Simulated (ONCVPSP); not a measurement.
**Pseudopotential generation for Co: ONCV, PBEsol**

Task: generate the file, and judge it by its errors in other configurations, its logarithmic derivatives, its ghosts and its cutoff.

The numbers are computed with ONCVPSP 4.0.1.1 (patched build) (PBEsol, scalar-relativistic, spin-unpolarised reference atom).

**1. The design**

The settings as typed:

```
element                 : cobalt (Co, Z = 27)
type                    : optimised norm-conserving Vanderbilt (ONCV)
frozen core             : [Ne] 3s2
valence charge          : 15
reference configuration : 3p6 3d7 4s2
partial waves           : 4s: rc 2.50 bohr, ncon 5, nbas 9, qcut 2.9 1/bohr, 2 projectors, debl 1.3 Ha; 3p: rc 0.85 bohr, ncon 3, nbas 6, qcut 11.3 1/bohr, 2 projectors, debl 0.8 Ha; 3d: rc 1.20 bohr, ncon 4, nbas 9, qcut 14.7 1/bohr, 2 projectors, debl 3 Ha
local potential         : polynomial inside 0.55 bohr (lpopt 5, dvloc0 3 Ha)
core correction         : Teter function, fcfact 4.5, rcfact 1.65
```

The nodes and maxima of the atom's own shells, from an earlier all-electron run, set the scale for the radii.

All-electron outer shells of the reference configuration (PBEsol, scalar-relativistic, ld1.x):

```json
{"shell": "3s", "level (eV)": "-102.14", "outermost node (bohr)": "0.31", "outermost maximum (bohr)": "0.66"}
{"shell": "3p", "level (eV)": "-65.51", "outermost node (bohr)": "0.28", "outermost maximum (bohr)": "0.68"}
{"shell": "3d", "level (eV)": "-8.23", "outermost node (bohr)": "–", "outermost maximum (bohr)": "0.66"}
{"shell": "4s", "level (eV)": "-5.49", "outermost node (bohr)": "0.96", "outermost maximum (bohr)": "2.32"}
{"shell": "4p", "level (eV)": "-1.25", "outermost node (bohr)": "1.05", "outermost maximum (bohr)": "3.21"}
```

**2. Generating the potential**

Co.dat

```
# ATOM AND REFERENCE CONFIGURATION
# atsym  z   nc   nv     iexc    psfile
  Co 27.00    4    3  -116133      upf
#
#   n    l    f
    1    0    2.00
    2    0    2.00
    2    1    6.00
    3    0    2.00
    3    1    6.00
    3    2    7.00
    4    0    2.00
#
# PSEUDOPOTENTIAL AND OPTIMIZATION
# lmax
    2
#
#   l,   rc,      ep,       ncon, nbas, qcut
    0    2.50    0.00    5    9    2.90
    1    0.85    0.00    3    6   11.30
    2    1.20    0.00    4    9   14.70
#
# LOCAL POTENTIAL
# lloc, lpopt,  rc(5),   dvloc0
    4    5    0.55    3.00
#
# VANDERBILT-KLEINMAN-BYLANDER PROJECTORs
# l, nproj, debl
    0    2    1.30
    1    2    0.80
    2    2    3.00
#
# MODEL CORE CHARGE
# icmod, fcfact, rcfact
    3    4.50    1.65
#
# LOG DERIVATIVE ANALYSIS
# epsh1, epsh2, depsh
   -4.00    5.00    0.02
#
# OUTPUT GRID
# rlmax, drl
    6.00    0.01
#
# TEST CONFIGURATIONS
# ncnf
    4
# nvcnf
#   n    l    f
    3
    3    1    6.00
    3    2    7.00
    4    0    1.00
#
    3
    3    1    6.00
    3    2    7.00
    4    0    0.00
#
    3
    3    1    6.00
    3    2    6.00
    4    0    0.00
#
    3
    3    1    6.00
    3    2    6.00
    4    0    2.00
#
```

On the command line:

```bash
oncvpsp.x < Co.dat > Co.out
```

Before running it: what results should come out? Wanted: cutoffs for 1 and 0.1 mHa per electron, occupied waves; bound ghosts; GHOST(+) flags; largest test error; largest phase difference near zero energy, channels read; rms error of d²Exc/dn², without and with the model core; projector energies reset by the program.

As calculated:

| quantity | value |
| --- | --- |
| cutoffs for 1 and 0.1 mHa per electron, occupied waves | 75 Ha and 86 Ha |
| bound ghosts | s at -382.76 eV |
| GHOST(+) flags | s at 89 eV |
| largest test error (AE − PS) | +51 meV, for 3p6 3d6 4s0 |
| largest phase difference near zero energy, channels read | 0.000 rad |
| rms error of d²Exc/dn², without and with the model core | 4.17 and 1.31 mHa |
| projector energies reset by the program | p: -2.407, 0.250 Ha |

**Reading.** It has a bound ghost (s), a state that the atom doesn't have, and that rules the file out. By total energies transferability is fair: the largest error is 51 meV on 61.6 eV, for 3p6 3d6 4s0. That test lies far up in energy; among those under 40 eV, nearer to bonding, the largest error is 39 meV. The potential is very hard: the looser tolerance needs 75 Ha. At the looser tolerance the 3d wave is the slowest; 3p needs 35 Ha. Near zero energy the phases of the channels with partial waves agree within 0.001 rad. The program also flags highly localised states, GHOST(+) (s). These are tests on the free atom; a crystal test is still owed.
